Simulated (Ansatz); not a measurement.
Mg3ZnC:

```
Zn Mg C
1.0
     4.40693    0.00000    0.00000
     0.00000    4.40693    0.00000
     0.00000    0.00000    4.40693
Zn Mg C
1 3 1
Direct
  0.00000 0.00000 0.00000
  0.50000 0.00000 0.50000
  0.50000 0.50000 0.00000
  0.00000 0.50000 0.50000
  0.50000 0.50000 0.50000
```

The cell comes from a database or a generator and needn't be the stable form of this composition.

* Program: Ansatz 0.2.0
* Task: single point
* Functional: PBE
* Potentials or basis: Ansatz PAW
* Cutoff: 420 eV (not typed: the program's choice for these potentials)
* k mesh: 6 × 6 × 6
* Occupations: fermi-dirac, width 0.05 eV
* Spin: no spin polarisation

On this cell: pressure -0.2 GPa; largest force zero by symmetry; band gap on the k mesh none (metal or under the smearing width).

The same run follows on a disturbed copy (atoms moved at random, drawn with an rms of 0.05 Å):

```
Zn Mg C
1.0
     4.40693    0.00000    0.00000
     0.00000    4.40693    0.00000
     0.00000    0.00000    4.40693
Zn Mg C
1 3 1
Direct
  0.01440 0.00033 0.00425
  0.50443 0.00538 0.49590
  0.50987 0.50120 0.00169
  0.99869 0.49671 0.50050
  0.51042 0.50384 0.50644
```

What changes?

The energy (extrapolated to zero smearing) moves by +3.9 meV/atom; pressure -0.1 GPa; largest force 0.540 eV/Å; band gap on the k mesh none (metal or under the smearing width).

Forces in eV/Å, atoms in the order of the input:
```
Zn  -0.058  0.005 -0.028
Mg  -0.006 -0.150  0.088
Mg  -0.065  0.039  0.109
Mg   0.531  0.087  0.037
C   -0.402  0.018 -0.206
```

Stress tensor (GPa, compression positive):
```
 0.04 -0.01  0.00
-0.01 -0.20  0.00
 0.00  0.00 -0.13
```
